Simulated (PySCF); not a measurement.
# Cl4FeN ([FeNCl4]-): the cost of one run

Computed with PySCF 2.14.0 and routines of our own; the level stands in each step. Atoms count from 0.

### 1 The system as given

6 atoms, charge -1, multiplicity 1; geometry from: GFN2-xTB.

### 2 Magnetic properties: GIAO PBE/def2-SVP Fe:def2-TZVP

What the job is given:

```
{"job": {"kind": "mag", "xc": "PBE", "basis": {"default": "def2-SVP", "Fe": "def2-TZVP"}}, "charge": -1, "multiplicity": 1}
Fe     0.000340    -0.000830     0.110150
N     -0.000660    -0.004650     1.641470
Cl     2.054960     0.011630    -0.439550
Cl    -0.011560     2.056910    -0.430490
Cl    -2.056290    -0.009350    -0.435400
Cl     0.013210    -2.053720    -0.446170
```

Level: GIAO PBE/def2-SVP Fe:def2-TZVP magnetisability, rotational g tensor and spin-rotation constants, non-relativistic, gas phase.

The run is started by

```console
> OMP_NUM_THREADS=1 python excited_run.py task.json out
```

The driver reads the jobs from task.json and runs them one after another.

Q: Estimate the wall time and peak memory of this first job on 1 thread of Intel Xeon Platinum 8259CL at 2.50GHz, shared host.

About 95 s, with a peak of 0.97 GiB.
